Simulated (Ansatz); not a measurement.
# CH3BBrClSi: small, medium and large basis sets

One table from this session's results is given with a row withheld; the runs are named, their logs left out.

Method: one geometry, several basis sets; program: Ansatz 0.2.0, Gaussian basis.

The runs, in order: PBE0-D4/def2-SVP; ωB97M-V/def2-SVP; PBE0-D4/def2-QZVPP; ωB97M-V/def2-QZVPP; the functionals' def2-TZVPP values are taken from earlier runs.

## The relaxed structure

An earlier PBE0-D4 in a triple-zeta def2 set relaxation fixed the geometry.

SMILES `ClB1[SiH2]C1Br`, 8 atoms, charge 0, spin multiplicity 1.

Atoms are counted from 1 here; the program's logs count them from 0.

Bond lengths: Cl1–B2 1.718 Å, B2–Si3 1.939 Å, B2–C4 1.500 Å, Si3–C4 1.973 Å, Si3–H6 1.479 Å, Si3–H7 1.483 Å, C4–Br5 1.913 Å, C4–H8 1.093 Å. Angles: Cl1–B2–Si3 142.0°, Cl1–B2–C4 135.1°, Si3–B2–C4 68.7°, B2–Si3–C4 45.1°, B2–Si3–H6 128.0°, B2–Si3–H7 119.3°, C4–Si3–H6 107.6°, C4–Si3–H7 123.2°, H6–Si3–H7 112.4°, B2–C4–Si3 66.3°, B2–C4–Br5 126.3°, B2–C4–H8 116.1°, Si3–C4–Br5 137.4°, Si3–C4–H8 93.1°, Br5–C4–H8 109.9°.

Coordinates:

```xyz
8
CH3BBrClSi
Cl   -2.60886   -0.77143    0.38648
B    -1.07494    0.00157    0.33672
Si    0.77024   -0.22872    0.88719
C    -0.12562    0.41099   -0.75023
Br   -0.22316   -0.09791   -2.59130
H     1.73269    0.81311    1.30811
H     1.32022   -1.59857    1.03034
H     0.30162    1.41376   -0.66311
```

Set-up of the first run:

The input, in.yaml:

```yaml
crystal:
  periodic: [false, false, false]
  atoms:
    - {symbol: Cl, position_ang: [-2.608856, -0.771432, 0.386484]}
    - {symbol: B, position_ang: [-1.074937, 0.001574, 0.336718]}
    - {symbol: Si, position_ang: [0.770243, -0.228721, 0.887188]}
    - {symbol: C, position_ang: [-0.125616, 0.410990, -0.750228]}
    - {symbol: Br, position_ang: [-0.223163, -0.097910, -2.591303]}
    - {symbol: H, position_ang: [1.732693, 0.813107, 1.308109]}
    - {symbol: H, position_ang: [1.320222, -1.598573, 1.030342]}
    - {symbol: H, position_ang: [0.301615, 1.413765, -0.663110]}
basis:
  gaussian: {orbitals: def2-SVP}
hamiltonian: {xc: pbe0, dispersion: d4}
output: {orbitals: {seedname: orbitals}}
```

Run with:

```console
ansatz run in.yaml --threads 4 --pin off --events-out ev --progress --plain --max-ram 10444MiB
```

Among the steps run: PBE0-D4 in def2-SVP; ωB97M-V in def2-SVP; PBE0-D4 in def2-QZVPP; ωB97M-V in def2-QZVPP.

One table of the session follows, with a row left open; its other results are not shown here.

It belongs to the step «Density functionals: the series». 

```
functional       basis  HOMO (eV)  LUMO (eV)
   PBE0-D4    def2-SVP      -7.07      -2.10
   PBE0-D4  def2-TZVPP      -7.15      -2.24
   PBE0-D4  def2-QZVPP      -7.17      -2.26
   ωB97M-V    def2-SVP          ?          ?
   ωB97M-V  def2-TZVPP      -9.16      -0.23
   ωB97M-V  def2-QZVPP      -9.18      -0.28
```

Estimate the missing values for ωB97M-V, def2-SVP.

**Answer.** HOMO (eV): -9.05; LUMO (eV): -0.03. In the column «HOMO (eV)» it lies between ωB97M-V, def2-TZVPP (-9.16) and PBE0-D4, def2-QZVPP (-7.17).
